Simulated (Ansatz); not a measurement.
# BFH4O2: the cost of one run

Method: RKS CAM-B3LYP-D4/def2-SVP, in Ansatz 0.2.0.

## Step 1: The structure to begin with

Bond lengths: B1–O2 1.760 Å, O2–H3 1.010 Å, B1–O4 1.410 Å, O4–H5 1.010 Å, B1–F6 1.320 Å. Angles: B1–O2–H3 109.5°, O2–B1–O4 120.0°, O2–B1–F6 120.0°, O4–B1–F6 120.0°, B1–O4–H5 109.5°.

As a file:

```xyz
8

B     0.0000    0.0000    0.0000
O     0.0000    0.0000    1.7600
H    -0.9095   -0.2814    2.0971
O     1.2211    0.0000   -0.7050
H     1.5209   -0.9519   -0.8599
F    -1.1431    0.0000   -0.6600
H     0.0668    1.4124    0.4698
H     0.0544    1.1498    1.3187
```

## Step 2: Pulling towards end A

Springs on the bonds that form and break draw the guess towards this end; the thresholds are loose.

The input, input.yaml:

```yaml
crystal:
  periodic: [false, false, false]
  atoms:
    - { symbol: B, position_ang: [0.0, 0.0, 0.0] }
    - { symbol: O, position_ang: [0.0, 0.0, 1.76] }
    - { symbol: H, position_ang: [-0.9095, -0.2814, 2.0971] }
    - { symbol: O, position_ang: [1.2211, 0.0, -0.705] }
    - { symbol: H, position_ang: [1.5209, -0.9519, -0.8599] }
    - { symbol: F, position_ang: [-1.1431, 0.0, -0.66] }
    - { symbol: H, position_ang: [0.0668, 1.4124, 0.4698] }
    - { symbol: H, position_ang: [0.0544, 1.1498, 1.3187] }
basis:
  gaussian: { orbitals: def2-SVP }
hamiltonian:
  xc: cam_b3lyp
  dispersion: d4
relax:
  f_tol: 0.15
  max_steps: 25
  restrain:
    - { distance: [0, 6], at: 2.39, k: 30.0 }
    - { distance: [7, 1], at: 2.21, k: 30.0 }
    - { distance: [0, 1], at: 1.41, k: 30.0 }
    - { distance: [7, 6], at: 0.66, k: 30.0 }
```

Started as:

```bash
$ ansatz run input.yaml --threads 2 --pin off --max-ram 3072MiB --backend cpu --events-out ev --progress --plain --runs-dir out
```

What time and memory should one allow on 2 threads of Intel Xeon 6975P-C (Granite Rapids), shared host?

About 9.7 s, with a peak of 0.17 GiB.
